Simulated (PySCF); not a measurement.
# The bond of CdPb+, level by level

One table from this session's results is given with a row withheld; the runs are named, their logs left out.

Program: PySCF 2.14.0. Level of theory: Cd def2-SVP with ECP28, Pb def2-SVP with ECP60, scalar-relativistic core potentials. These are calculated values, not measurements.

Set-up of the first run:

Settings of the job:

```yaml
atoms: Cd, Pb
charge: 1
basis: Cd def2-SVP with ECP28, Pb def2-SVP with ECP60
Hamiltonian: scalar-relativistic core potentials
basis_functions: 57
electrons_treated: 41
masses_in_u: 113.9034, 207.9766
levels: PBE0, PBE, r²SCAN, B3LYP, BP86, M06, HF, MP2, SCS-MP2
grid: 80 radial by 434 angular points
occupations: held fixed by the projection of orbital angular momentum
dissociation_limit: Cd + Pb+, each in its ground configuration
starting_distance_in_angstrom: 2.895
values_of_2S_to_try: 1, 3
```

The run is started by

```bash
$ OMP_NUM_THREADS=1 python dia.py task.json out
```

Among the steps run: Input; PBE0 along the bond; Excited determinants; PBE (GGA); r²SCAN; B3LYP (global hybrid GGA); BP86 (GGA); M06 (hybrid meta-GGA); ROHF (mean field).

One of the session's tables, all rows but one given; the rest of the session is left out.

Energy (eV) from each level's lowest point:

| R (Å) | ROHF | ROHF-MP2 | ROHF-SCS-MP2 | PBE | BP86 |
| --- | --- | --- | --- | --- | --- |
| 2.598 | 0.654 | 0.409 | 0.465 | 0.419 | 0.412 |
| 2.719 | 0.343 | 0.171 | 0.209 | 0.182 | 0.178 |
| 2.840 | 0.155 | 0.049 | 0.071 | 0.057 | 0.055 |
| 2.930 | ? | ? | ? | ? | ? |
| 3.021 | 0.022 | 0.000 | 0.000 | 0.000 | 0.000 |
| 3.112 | 0.000 | 0.014 | 0.004 | 0.008 | 0.009 |
| 3.232 | 0.000 | 0.056 | 0.035 | 0.043 | 0.043 |
| 3.384 | 0.031 | 0.133 | 0.099 | 0.108 | 0.109 |
| 3.565 | 0.095 | 0.240 | 0.194 | 0.204 | 0.204 |
| 3.807 | 0.197 | 0.385 | 0.327 | 0.336 | 0.336 |

**Question.** Estimate the row for R (Å) = 2.930.

Worked estimate for «ROHF». A straight line through the neighbours (2.840, 0.155) and (3.021, 0.022) gives 0.155 + (0.022 − 0.155) × (2.930 − 2.840) / (3.021 − 2.840) = 0.089; a parabola fitted to 4 rows on both sides gives 0.069.

**Answer.** ROHF: 0.071; ROHF-MP2: 0.009; ROHF-SCS-MP2: 0.019; PBE: 0.013; BP86: 0.013. In «ROHF» the line misses by +0.018 and the parabola by -0.002.
